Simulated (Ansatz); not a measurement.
TaV, space group Cmmm, a comparison of magnetic orders

Program: the Python package of Ansatz (0.2.0).

The cells in order, each with its output:

```python
import warnings

import ansatz as az
import numpy as np
```

```python
SETTINGS = {
    "width_ev": 0.1,
    "k_spacing": 0.24,
}
```

```python
def count_gap(report):
    # lowest empty less highest filled band, counting bands; zero where they overlap
    return max(report.get("gap_by_band_count_ev") or 0.0, 0.0)

CELL = [
    [3.2134, -4.61555, 0.0],
    [1.6067, 2.307775, 0.0],
    [0.0, 0.0, 4.341361],
]
ATOMS = [
    ("Ta", [0.0, 0.0, 0.0]),
    ("V", [0.25, 0.5, 0.5]),
    ("Ta", [0.5, 0.0, 0.0]),
    ("V", [0.75, 0.5, 0.5]),
]
```

```python
def with_moments(moments):
    crystal = az.Crystal(lattice=az.Lattice.of(CELL))
    for (symbol, position), moment in zip(ATOMS, moments):
        crystal = crystal.atom(symbol, position, moment=moment or None)
    return crystal
```

```python
warnings.simplefilter("ignore", az.DeckWarning)
```

```python
# starting moments in muB, one an atom
orders = {
    "FM": [0, 1.8, 0, 1.8],
    "AFM": [0, 1.8, 0, -1.8],
}
```

```python
rows = []
for label, moments in orders.items():
    model = (
        with_moments(moments).calculation()
        .functional(az.Functional.PBE)
        .occupations(az.OccupationsMethod.FERMI_DIRAC, width=SETTINGS["width_ev"])
        .kpoints(spacing=SETTINGS["k_spacing"])
        .spin("collinear")
        .band_table()
    )
    rep = model.run().report
    rows.append((label, rep["free_energy_ev"], rep["magnetization_mub"], rep["absolute_magnetization_mub"], max(abs(m) for m in rep["site_moments_mub"]), count_gap(rep)))
    print(label, "site moments:", [round(m, 2) for m in rep["site_moments_mub"]])
```

    RunWarning: the starting moments were not kept: the SCF closed with an absolute magnetisation of 1.8e-5 μB, where they sum to 3.6 μB in size (2 sites). That is at most 0.1 of that sum. Measured as [...]
    FM site moments: [0.0, 0.0, 0.0, 0.0]
    AFM site moments: [0.0, -0.0, -0.0, 0.0]

```python
lowest = min(row[1] for row in rows)
rows = [(row[0], 1000 * (row[1] - lowest) / 2, *row[2:]) for row in sorted(rows, key=lambda row: row[1])]
print("         order  meV/magnetic atom         net muB    absolute muB  largest site muB  gap by band count eV")
for row in rows:
    print(f"{str(row[0]):>14s}  {row[1]:17.2f}  {row[2]:14.3f}  {row[3]:14.3f}  {row[4]:16.3f}  {row[5]:20.3f}")
print("lowest of these starts:", rows[0][0])
```

             order  meV/magnetic atom         net muB    absolute muB  largest site muB  gap by band count eV
               AFM               0.00           0.000           0.000             0.000                 0.000
                FM               0.00           0.000           0.000             0.000                 0.000
    lowest of these starts: AFM

Reading the output:
- The SCF didn't keep the moments it started from (some shrank, vanished or turned); what is printed is the state reached.
- The mesh is modest for a metal, so energies can be off by several to tens of meV an atom and pressures by half a GPa or more; differences at equal mesh fare better.
- A gap by band count of zero or less means overlapping bands, a metal.
- The structure comes from a database of computed cells and needn't be a stable or known phase.
- Gaps and levels are Kohn-Sham values on a finite set of k-points, without spin-orbit coupling.
- Warnings are shown shortened and without file and line.
- Each row is the state reached from that start at the given structure, not necessarily the lowest of its order; other orders weren't tried.
- The script silences the warnings on its input, which a real study should read.
- Finished in 120 s on 1 thread of Arm Neoverse V2 (shared host), peak memory 0.77 GiB.
